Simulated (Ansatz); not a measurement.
Crystal: In3As.

```
CELL_PARAMETERS angstrom
4.67168 0.00000 0.00000
0.00000 4.67168 0.00000
0.00000 0.00000 4.67168
ATOMIC_POSITIONS crystal
In 0.50000 0.50000 0.00000
In 0.50000 0.00000 0.50000
In 0.00000 0.50000 0.50000
As 0.00000 0.00000 0.00000
```

The cell comes from a database or a generator and needn't be the stable form of this composition.

Base run:

- Program: Ansatz 0.2.0
- Functional: PBE
- Potentials or basis: all-electron LAPW, scalar-relativistic
- Cutoff: 158 eV
- Density cutoff: 632 eV
- Basis error allowed: 0.002 eV/atom
- k mesh: 6 × 6 × 6
- Occupations: fermi-dirac, width 0.05 eV
- Spin: no spin polarisation

Its results: pressure 0.6 GPa.

Q: The run is repeated on the same cell with these changes: functional from PBE to LDA. What comes out?

A: Pressure -3.9 GPa.

LDA binds more tightly than PBE, so the same cell stands under less pressure.

Not every run made on this cell is shown here.
